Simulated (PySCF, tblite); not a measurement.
**C5H2FNSe: dynamics, then NMR shifts on frames**

How do NMR shifts of C5H2FNSe (`C#Cc1cnc(F)[se]1`) change as the atoms move?

Programs: tblite 0.8.0 and PySCF 2.14.0, with density-fitted response routines of our own. Each step states its level of theory. These are calculated values for one molecule in the gas phase, unless marked as measured. Atoms count from 0, in the outputs and in this text.

**1. The molecule as given**

10 atoms, charge 0, multiplicity 1; geometry from: GFN2-xTB.

Bonds of the start (Å): C0–C1 1.20, C1–C2 1.40, C2–C3 1.37, C3–N4 1.35, N4–C5 1.27, C5–F6 1.32, C5–Se7 1.89, Se7–C2 1.90, C0–H8 1.05, C3–H9 1.08.

**2. A short Langevin run with GFN2-xTB**

The job: settings as JSON, then the geometry in Å.

```
{"job": {"kind": "md", "xc": "GFN2-xTB", "basis": "xTB", "temperature": 600, "steps": 2000, "every": 50, "frames": 5}, "charge": 0, "multiplicity": 1}
C     -2.743553    -0.634882     0.954150
C     -1.594688    -0.420607     0.669949
C     -0.256579    -0.185954     0.340450
C      0.314484     1.028580     0.070363
N      1.631401     1.054021    -0.229989
C      2.160185    -0.104117    -0.214673
F      3.433060    -0.321560    -0.476112
Se     1.034004    -1.567402     0.209297
H     -3.749002    -0.805065     1.200096
H     -0.220429     1.961641     0.082705
```

Method: GFN2-xTB Langevin dynamics, gas phase.

Started as:

```console
> OMP_NUM_THREADS=1 python probes_run.py task.json out
```

This one command runs all jobs of the session in turn.

The log of the run:

```text
t/fs     T/K      E/eV
    0.0   508.5   -611.21879
   25.0   339.3   -610.93213
   50.0   353.1   -610.89371
   75.0   456.7   -610.83943
  100.0   406.2   -610.73170
  125.0   388.5   -610.67400
  150.0   494.0   -610.62755
  175.0   606.9   -610.73986
  200.0   491.3   -610.55654
  225.0   613.7   -610.64489
  250.0   547.1   -610.81565
  275.0   452.9   -610.62467
  300.0   555.5   -610.86033
  325.0   529.7   -610.80512
  350.0   757.8   -610.67423
  375.0   611.2   -610.81516
  400.0   378.8   -610.81101
  425.0   491.5   -610.66895
  450.0   428.6   -610.66238
  475.0   484.7   -610.53345
  500.0   654.4   -610.60407
  525.0   413.9   -610.11700
  550.0   684.3   -610.66119
  575.0   534.6   -610.48977
  600.0   901.8   -610.76265
  625.0   820.9   -610.65047
  650.0   615.2   -610.35397
  675.0   453.1   -610.38343
  700.0   621.4   -610.55833
  725.0   655.5   -610.62010
  750.0   649.0   -610.58890
  775.0   359.5   -610.43734
  800.0   484.6   -610.56783
  825.0   705.3   -610.73541
  850.0   717.8   -610.66554
  875.0   475.1   -610.70617
  900.0   495.8   -610.73282
  925.0   617.6   -610.82831
  950.0   674.5   -610.63887
  975.0   577.9   -610.83132
 1000.0   712.5   -610.72926
```

Wall time 36 s (1 thread of Intel Xeon at 2.50GHz, shared host); peak memory 0.18 GiB.

Distance from the start (root mean square after alignment): 0 fs 0.00 Å, 200 fs 0.13 Å, 400 fs 0.12 Å, 600 fs 0.17 Å, 800 fs 0.19 Å, 1000 fs 0.18 Å.

Positions (Å) and forces (eV/Å) at 1000 fs:

```xyz
10

C    -3.616   -0.808   -0.407    1.143    0.518   -0.493
C    -2.442   -0.488   -0.248   -1.759   -0.841    0.542
C    -1.139   -0.461    0.316   -1.563   -0.151   -1.634
C    -0.621    0.451    1.167    1.006   -0.754   -0.286
N     0.653    0.159    1.507    0.241    2.189    1.856
C     1.186   -0.839    1.034   -1.046   -1.445   -2.095
F     2.396   -1.208    1.165    1.761   -0.529    0.455
Se    0.090   -1.794   -0.320   -0.011    0.508    0.992
H    -4.608   -0.977   -0.808    0.984    0.255    0.476
H    -0.947    1.389    1.530   -0.756    0.251    0.186
```

**3. Shielding tensors: 250 fs, PBE0/pcSseg-1**

The job: settings as JSON, then the geometry in Å.

```
{"job": {"kind": "nmr", "xc": "PBE0", "basis": "pcSseg-1", "pop": false}, "charge": 0, "multiplicity": 1}
C     -2.516200    -0.483300     1.152000
C     -1.341000    -0.393400     0.807300
C     -0.092200    -0.217100     0.227300
C      0.456600     0.995000    -0.080100
N      1.760100     1.021300    -0.364600
C      2.244200    -0.156800    -0.427000
F      3.576100    -0.269300    -0.619600
Se     1.118600    -1.607000    -0.026800
H     -3.443400    -0.789000     1.363700
H     -0.021800     1.905900     0.292100
```

Level: GIAO PBE0/pcSseg-1 NMR shielding, non-relativistic, gas phase.

The log of the run:

```text
coarse grid: 48600 points
cycle   1  E = -2746.7123081689  dE =  6.889e-01  |g| = 9.248e-01  |ddm| = 3.792e+00
cycle   2  E = -2746.5335901055  dE =  1.787e-01  |g| = 1.208e+00  |ddm| = 1.608e+00
cycle   3  E = -2746.7906693860  dE = -2.571e-01  |g| = 2.830e-01  |ddm| = 1.271e+00
cycle   4  E = -2746.8078749898  dE = -1.721e-02  |g| = 1.047e-01  |ddm| = 3.176e-01
cycle   5  E = -2746.8098223108  dE = -1.947e-03  |g| = 3.297e-02  |ddm| = 9.907e-02
cycle   6  E = -2746.8099899949  dE = -1.677e-04  |g| = 1.503e-02  |ddm| = 3.313e-02
cycle   7  E = -2746.8100447549  dE = -5.476e-05  |g| = 3.962e-03  |ddm| = 1.571e-02
cycle   8  E = -2746.8100476886  dE = -2.934e-06  |g| = 9.049e-04  |ddm| = 3.877e-03
final grid: 102456 points
cycle   9  E = -2746.8100350715  dE =  1.944e-07  |g| = 1.374e-03  |ddm| = 2.904e-03
cycle  10  E = -2746.8100341737  dE =  8.978e-07  |g| = 2.424e-03  |ddm| = 3.892e-03
cycle  11  E = -2746.8100354544  dE = -1.281e-06  |g| = 3.676e-04  |ddm| = 2.438e-03
cycle  12  E = -2746.8100354901  dE = -3.578e-08  |g| = 6.031e-05  |ddm| = 3.975e-04
cycle  13  E = -2746.8100354909  dE = -7.367e-10  |g| = 1.979e-05  |ddm| = 6.483e-05
converged SCF energy = -2746.8100354909

GIAO shielding tensors (ppm)
atom      isotropic    diamagn.    paramagn.     s11        s22        s33       span
  0 C       84.832     260.236    -175.404     23.540     45.623    185.333    161.794
  1 C      101.364     248.839    -147.475     -1.002      1.305    303.790    304.793
  2 C       54.357     261.689    -207.333    -20.692     76.485    107.278    127.970
  3 C       36.825     247.913    -211.087    -52.697     48.708    114.465    167.162
  4 N      -57.284     331.775    -389.058   -309.126    -38.308    175.583    484.710
  5 C       -3.019     255.772    -258.791    -76.025     25.070     41.898    117.923
  6 F      205.092     469.041    -263.950     44.249    276.685    294.340    250.091
  7 Se    1204.784    2996.347   -1791.563    721.827   1307.620   1584.904    863.078
  8 H       29.214      34.720      -5.505     25.321     25.842     36.480     11.158
  9 H       23.859      29.310      -5.452     20.293     22.346     28.937      8.644
```

Wall time 50 s (1 thread of Intel Xeon at 2.50GHz, shared host); peak memory 0.77 GiB.

The references, computed at this level on geometries of the same kind, shield at (ppm): 1H TMS 31.72, 13C TMS 186.9, 19F CFCl3 170.9, 15N NH3 267.7, 77Se Me2Se 1758. Their shielding less the atom's gives the shift. The references are single molecules in the gas phase, so shifts against H2O, NH3, PH3, H3PO4 or CFCl3 are not on the usual liquid scales and can be off by tens of ppm. Each atom is listed at this fixed geometry, with no averaging over motion; a spectrum would average atoms that exchange fast.

```
atoms                                         environment  σ (ppm)  δ (ppm)
   C5                    aromatic carbon bearing fluorine     -3.0    189.9
   C3                 aromatic CH next to a ring nitrogen     36.8    150.1
   C2                         substituted aromatic carbon     54.4    132.6
   C0                              terminal alkyne carbon     84.8    102.1
   C1                                       alkyne carbon    101.4     85.6
   H9  hydrogen on an aromatic CH next to a ring nitrogen    23.86     7.86
   H8                hydrogen on a terminal alkyne carbon    29.21     2.50
   N4                  pyridine-type nitrogen of an azole    -57.3    325.0
   F6                                       aryl fluorine    205.1    -34.1
  Se7        selenium bonded to 2 C, in a 5-membered ring     1205      554
```

Ring of atoms C2, C3, N4, C5, Se7: NICS(0) -11.8, NICS(1) -9.5, NICS(1)zz -19.2 ppm (means of both faces).

**4. Shielding tensors: 425 fs, PBE0/pcSseg-1**

The job: settings as JSON, then the geometry in Å.

```
{"job": {"kind": "nmr", "xc": "PBE0", "basis": "pcSseg-1", "pop": false}, "charge": 0, "multiplicity": 1}
C     -2.473700    -0.760500     1.412400
C     -1.477300    -0.493600     0.795900
C     -0.116500    -0.347300     0.463100
C      0.693900     0.692500     0.308800
N      1.908800     0.498600    -0.344000
C      2.109100    -0.722300    -0.561600
F      3.233100    -1.021100    -1.170200
Se     0.834900    -1.930600    -0.134900
H     -3.486100    -1.009100     1.886300
H      0.359400     1.724000     0.552100
```

With the program's defaults for keys left out, this is: GIAO PBE0/pcSseg-1 NMR shielding, non-relativistic, gas phase.

The log of the run:

```text
coarse grid: 48600 points
cycle   1  E = -2746.7242252788  dE =  6.777e-01  |g| = 8.986e-01  |ddm| = 3.657e+00
cycle   2  E = -2746.6151933162  dE =  1.090e-01  |g| = 1.051e+00  |ddm| = 1.453e+00
cycle   3  E = -2746.7937344988  dE = -1.785e-01  |g| = 2.626e-01  |ddm| = 1.116e+00
cycle   4  E = -2746.8082299741  dE = -1.450e-02  |g| = 9.190e-02  |ddm| = 3.071e-01
cycle   5  E = -2746.8098627080  dE = -1.633e-03  |g| = 2.513e-02  |ddm| = 9.821e-02
cycle   6  E = -2746.8099634833  dE = -1.008e-04  |g| = 7.792e-03  |ddm| = 2.330e-02
cycle   7  E = -2746.8099753663  dE = -1.188e-05  |g| = 2.987e-03  |ddm| = 9.619e-03
cycle   8  E = -2746.8099774788  dE = -2.112e-06  |g| = 1.047e-03  |ddm| = 3.146e-03
final grid: 102456 points
cycle   9  E = -2746.8099647867  dE =  9.739e-07  |g| = 2.243e-03  |ddm| = 3.047e-03
cycle  10  E = -2746.8099592245  dE =  5.562e-06  |g| = 5.189e-03  |ddm| = 5.651e-03
cycle  11  E = -2746.8099660506  dE = -6.826e-06  |g| = 3.028e-04  |ddm| = 3.908e-03
cycle  12  E = -2746.8099660702  dE = -1.953e-08  |g| = 3.610e-05  |ddm| = 4.025e-04
cycle  13  E = -2746.8099660704  dE = -2.506e-10  |g| = 9.843e-06  |ddm| = 3.942e-05
converged SCF energy = -2746.8099660704

GIAO shielding tensors (ppm)
atom      isotropic    diamagn.    paramagn.     s11        s22        s33       span
  0 C       85.124     261.408    -176.284     25.090     35.858    194.426    169.336
  1 C      108.963     253.688    -144.725     11.170     13.976    301.743    290.572
  2 C       51.166     258.466    -207.300    -14.522     71.423     96.597    111.119
  3 C       40.315     249.333    -209.017    -41.058     47.249    114.755    155.812
  4 N      -57.318     332.409    -389.727   -294.206    -10.647    132.898    427.104
  5 C        8.450     255.795    -247.345    -75.194     45.811     54.734    129.928
  6 F      234.337     469.079    -234.742     72.641    294.812    335.558    262.917
  7 Se    1170.034    2997.089   -1827.055    748.917   1310.186   1450.998    702.081
  8 H       26.017      28.523      -2.506     22.279     22.712     33.060     10.781
  9 H       23.952      29.023      -5.071     20.713     22.262     28.880      8.167
```

Run time: 48 s. Hardware: 1 thread of Intel Xeon at 2.50GHz, shared host; peak memory 0.88 GiB.

This run: δ C5 178.5, C3 146.6, C2 135.8, C0 101.8, H9 7.77, H8 5.70 ppm.

**5. Shielding tensors: 625 fs, PBE0/pcSseg-1**

The job: settings as JSON, then the geometry in Å.

```
{"job": {"kind": "nmr", "xc": "PBE0", "basis": "pcSseg-1", "pop": false}, "charge": 0, "multiplicity": 1}
C     -2.734000    -0.863500     1.171200
C     -1.621400    -0.627000     0.913500
C     -0.269000    -0.466500     0.626500
C      0.755400     0.417600     1.043600
N      1.977600     0.106500     0.556700
C      2.067000    -0.934900    -0.069700
F      3.160800    -1.471000    -0.682600
Se     0.463600    -1.902600    -0.437100
H     -3.638000    -1.368800     1.496700
H      0.567800     1.206500     1.768000
```

Level: GIAO PBE0/pcSseg-1 NMR shielding, non-relativistic, gas phase.

The log of the run:

```text
coarse grid: 48600 points
cycle   1  E = -2746.7133589637  dE =  6.306e-01  |g| = 9.126e-01  |ddm| = 3.828e+00
cycle   2  E = -2746.5913839199  dE =  1.220e-01  |g| = 1.082e+00  |ddm| = 1.425e+00
cycle   3  E = -2746.7904896151  dE = -1.991e-01  |g| = 2.578e-01  |ddm| = 1.098e+00
cycle   4  E = -2746.8049195611  dE = -1.443e-02  |g| = 8.618e-02  |ddm| = 2.920e-01
cycle   5  E = -2746.8064451929  dE = -1.526e-03  |g| = 2.267e-02  |ddm| = 9.051e-02
cycle   6  E = -2746.8065380396  dE = -9.285e-05  |g| = 7.106e-03  |ddm| = 2.872e-02
cycle   7  E = -2746.8065500168  dE = -1.198e-05  |g| = 3.229e-03  |ddm| = 1.029e-02
cycle   8  E = -2746.8065524079  dE = -2.391e-06  |g| = 9.837e-04  |ddm| = 3.700e-03
final grid: 102456 points
cycle   9  E = -2746.8065003185  dE =  4.722e-07  |g| = 1.787e-03  |ddm| = 2.920e-03
cycle  10  E = -2746.8064981535  dE =  2.165e-06  |g| = 3.518e-03  |ddm| = 5.153e-03
cycle  11  E = -2746.8065010108  dE = -2.857e-06  |g| = 2.948e-04  |ddm| = 3.493e-03
cycle  12  E = -2746.8065010329  dE = -2.208e-08  |g| = 3.967e-05  |ddm| = 3.118e-04
cycle  13  E = -2746.8065010332  dE = -3.533e-10  |g| = 9.002e-06  |ddm| = 3.870e-05
converged SCF energy = -2746.8065010332

GIAO shielding tensors (ppm)
atom      isotropic    diamagn.    paramagn.     s11        s22        s33       span
  0 C       86.390     262.621    -176.231     26.218     49.191    183.761    157.543
  1 C      105.982     242.892    -136.910      4.737     11.053    302.157    297.419
  2 C       31.708     259.486    -227.778    -44.984     41.425     98.682    143.665
  3 C       41.957     246.785    -204.828    -51.588     66.441    111.018    162.607
  4 N      -26.085     331.969    -358.054   -271.412     14.238    178.920    450.333
  5 C        9.178     256.861    -247.683    -53.741     26.872     54.403    108.144
  6 F      199.501     471.165    -271.664     11.138    254.654    332.711    321.573
  7 Se     994.721    2998.699   -2003.977    343.892   1173.609   1466.663   1122.772
  8 H       26.932      31.119      -4.187     23.125     24.023     33.647     10.522
  9 H       24.007      29.179      -5.171     20.792     21.609     29.620      8.828
```

It took 46 s on 1 thread of Intel Xeon at 2.50GHz, shared host; peak memory 0.87 GiB.

Key values: δ C5 177.7, C2 155.2, C3 145.0, C0 100.5, H9 7.71, H8 4.79 ppm.

**6. Nuclear shieldings: 800 fs, PBE0/pcSseg-1**

The job: settings as JSON, then the geometry in Å.

```
{"job": {"kind": "nmr", "xc": "PBE0", "basis": "pcSseg-1", "pop": false}, "charge": 0, "multiplicity": 1}
C     -3.351200    -0.308500     0.930300
C     -2.131600    -0.467200     0.740400
C     -0.694500    -0.497900     0.653700
C      0.094600     0.399500     1.269600
N      1.463300     0.410800     0.946800
C      1.823600    -0.649700     0.361900
F      3.033200    -0.695100    -0.102300
Se     0.320700    -1.819800    -0.245600
H     -4.287400    -0.370900     1.353800
H     -0.218800     1.090700     2.081600
```

Level: GIAO PBE0/pcSseg-1 NMR shielding, non-relativistic, gas phase.

The log of the run:

```text
coarse grid: 48600 points
cycle   1  E = -2746.7133096669  dE =  4.672e-01  |g| = 9.005e-01  |ddm| = 3.772e+00
cycle   2  E = -2746.5585957861  dE =  1.547e-01  |g| = 1.135e+00  |ddm| = 1.451e+00
cycle   3  E = -2746.7808238897  dE = -2.222e-01  |g| = 3.033e-01  |ddm| = 1.180e+00
cycle   4  E = -2746.8001316615  dE = -1.931e-02  |g| = 1.121e-01  |ddm| = 3.338e-01
cycle   5  E = -2746.8023003179  dE = -2.169e-03  |g| = 3.877e-02  |ddm| = 1.033e-01
cycle   6  E = -2746.8025629918  dE = -2.627e-04  |g| = 1.704e-02  |ddm| = 4.099e-02
cycle   7  E = -2746.8026336094  dE = -7.062e-05  |g| = 3.917e-03  |ddm| = 1.721e-02
cycle   8  E = -2746.8026359964  dE = -2.387e-06  |g| = 1.286e-03  |ddm| = 3.919e-03
final grid: 102456 points
cycle   9  E = -2746.8026048985  dE =  1.237e-06  |g| = 2.526e-03  |ddm| = 4.539e-03
cycle  10  E = -2746.8025990307  dE =  5.868e-06  |g| = 5.280e-03  |ddm| = 8.365e-03
cycle  11  E = -2746.8026065948  dE = -7.564e-06  |g| = 3.872e-04  |ddm| = 5.552e-03
cycle  12  E = -2746.8026066309  dE = -3.609e-08  |g| = 1.049e-04  |ddm| = 4.167e-04
cycle  13  E = -2746.8026066336  dE = -2.704e-09  |g| = 1.983e-05  |ddm| = 1.089e-04
cycle  14  E = -2746.8026066336  dE = -8.640e-11  |g| = 6.134e-06  |ddm| = 2.449e-05
converged SCF energy = -2746.8026066336

GIAO shielding tensors (ppm)
atom      isotropic    diamagn.    paramagn.     s11        s22        s33       span
  0 C       88.654     260.768    -172.114     16.243     48.864    200.854    184.611
  1 C       95.973     247.161    -151.188    -10.288      0.905    297.303    307.591
  2 C       56.408     261.541    -205.133    -16.373     75.573    110.023    126.396
  3 C       33.119     246.401    -213.282    -49.443     47.001    101.799    151.242
  4 N      -69.654     330.031    -399.685   -315.995    -33.497    140.528    456.523
  5 C       -2.942     254.343    -257.285    -80.425     27.413     44.186    124.611
  6 F      205.161     469.185    -264.023     59.852    268.275    287.357    227.505
  7 Se     959.514    2996.810   -2037.295    311.275    962.047   1605.221   1293.945
  8 H       28.636      32.262      -3.625     24.305     25.076     36.528     12.223
  9 H       23.623      28.781      -5.157     20.249     22.656     27.965      7.716
```

Run time: 47 s. Hardware: 1 thread of Intel Xeon at 2.50GHz, shared host; peak memory 0.87 GiB.

In short: δ C5 189.9, C3 153.8, C2 130.5, C0 98.3, H9 8.09, H8 3.08 ppm.

**7. NMR shieldings: 1000 fs, PBE0/pcSseg-1**

The job: settings as JSON, then the geometry in Å.

```
{"job": {"kind": "nmr", "xc": "PBE0", "basis": "pcSseg-1", "pop": false}, "charge": 0, "multiplicity": 1}
C     -3.616500    -0.808100    -0.406800
C     -2.441800    -0.487800    -0.248000
C     -1.139300    -0.461000     0.315800
C     -0.621400     0.450800     1.166600
N      0.652800     0.158500     1.506700
C      1.186300    -0.838700     1.034400
F      2.395500    -1.208100     1.164500
Se     0.090100    -1.794100    -0.319700
H     -4.607900    -0.977300    -0.807900
H     -0.947100     1.388800     1.530500
```

Level: GIAO PBE0/pcSseg-1 NMR shielding, non-relativistic, gas phase.

The log of the run:

```text
coarse grid: 48600 points
cycle   1  E = -2746.7206032822  dE =  6.697e-01  |g| = 8.831e-01  |ddm| = 3.632e+00
cycle   2  E = -2746.6011674281  dE =  1.194e-01  |g| = 1.045e+00  |ddm| = 1.369e+00
cycle   3  E = -2746.7836063992  dE = -1.824e-01  |g| = 2.863e-01  |ddm| = 1.097e+00
cycle   4  E = -2746.8015109576  dE = -1.790e-02  |g| = 9.644e-02  |ddm| = 3.282e-01
cycle   5  E = -2746.8032284906  dE = -1.718e-03  |g| = 2.646e-02  |ddm| = 9.791e-02
cycle   6  E = -2746.8033400482  dE = -1.116e-04  |g| = 9.368e-03  |ddm| = 2.914e-02
cycle   7  E = -2746.8033601902  dE = -2.014e-05  |g| = 3.135e-03  |ddm| = 1.355e-02
cycle   8  E = -2746.8033628959  dE = -2.706e-06  |g| = 7.208e-04  |ddm| = 4.169e-03
final grid: 102456 points
cycle   9  E = -2746.8033980276  dE =  1.367e-07  |g| = 1.055e-03  |ddm| = 2.283e-03
cycle  10  E = -2746.8033973803  dE =  6.474e-07  |g| = 1.826e-03  |ddm| = 3.308e-03
cycle  11  E = -2746.8033982925  dE = -9.123e-07  |g| = 3.496e-04  |ddm| = 2.079e-03
cycle  12  E = -2746.8033983207  dE = -2.811e-08  |g| = 4.888e-05  |ddm| = 3.247e-04
cycle  13  E = -2746.8033983212  dE = -5.930e-10  |g| = 1.128e-05  |ddm| = 5.276e-05
converged SCF energy = -2746.8033983212

GIAO shielding tensors (ppm)
atom      isotropic    diamagn.    paramagn.     s11        s22        s33       span
  0 C       82.694     261.734    -179.040     25.636     35.531    186.915    161.279
  1 C      101.194     252.795    -151.601     -2.674      2.332    303.924    306.598
  2 C       43.199     259.586    -216.386    -20.002     51.309     98.291    118.293
  3 C       53.652     247.605    -193.953    -27.574     68.778    119.751    147.325
  4 N      -34.565     332.938    -367.503   -268.228      6.183    158.350    426.579
  5 C       12.162     254.319    -242.157    -47.395     32.253     51.628     99.023
  6 F      219.678     469.925    -250.246     55.465    299.815    303.756    248.290
  7 Se     965.104    2999.261   -2034.157    337.841   1266.025   1291.447    953.606
  8 H       27.471      30.085      -2.613     23.671     24.024     34.719     11.049
  9 H       24.733      30.039      -5.306     21.390     23.930     28.879      7.489
```

Wall time 46 s (1 thread of Intel Xeon at 2.50GHz, shared host); peak memory 0.88 GiB.

This run: δ C5 174.8, C2 143.7, C3 133.3, C0 104.2, H9 6.98, H8 4.25 ppm.

**8. Side by side: NMR shifts**

Shifts (ppm) of some atoms, chosen among heavy atoms and hydrogens apart, with basis size and wall time:

```
  frame     C3     C2    H9    H8     N4     F6  Se7  functions  time
 250 fs  150.1  132.6  7.86  2.50  325.0  -34.1  554        170  50 s
 425 fs  146.6  135.8  7.77  5.70  325.0  -63.4  588        170  48 s
 625 fs  145.0  155.2  7.71  4.79  293.8  -28.6  764        170  46 s
 800 fs  153.8  130.5  8.09  3.08  337.4  -34.2  799        170  47 s
1000 fs  133.3  143.7  6.98  4.25  302.3  -48.7  793        170  46 s
```

**9. Summary of results**

| quantity | value |
| --- | --- |
| thermostat | 600 K |
| mean temperature, second half | 611 K |
| mean potential energy above the minimum | 0.62 eV |
| 13C shifts against TMS (PBE0/pcSseg-1, 250 fs) | 189.9, 150.1, 132.6, 102.1, 85.6 ppm |
| 1H shifts against TMS (PBE0/pcSseg-1, 250 fs) | 7.86, 2.50 ppm |
| 15N shifts against NH3 (PBE0/pcSseg-1, 250 fs) | 325.0 ppm |
| 19F shifts against CFCl3 (PBE0/pcSseg-1, 250 fs) | -34.1 ppm |
| 77Se shifts against Me2Se (PBE0/pcSseg-1, 250 fs) | 554 ppm |
| range of the shift of Se7 | 554 to 799 ppm |

In words: In the second half the potential energy averages 0.62 eV above the minimum; equipartition over 24 harmonic modes at 600 K would give 0.62 eV. With 10 atoms the temperature swings widely (339 to 902 K). Shifts at one fixed geometry are not the observed spectrum, which averages over the motion. In the first frame run (250 fs): The widest tensor belongs to Se7: span 863 ppm, with a paramagnetic part of -1792 ppm. NICS(1)zz of -19 ppm above the planar ring from C2 marks a diatropic (aromatic) ring current. Across the 5 runs the shift of Se7 moves most, between 554 (250 fs) and 799 ppm (800 fs). Spin-orbit coupling is left out, which matters for shieldings and couplings at and beside the heavy atoms.
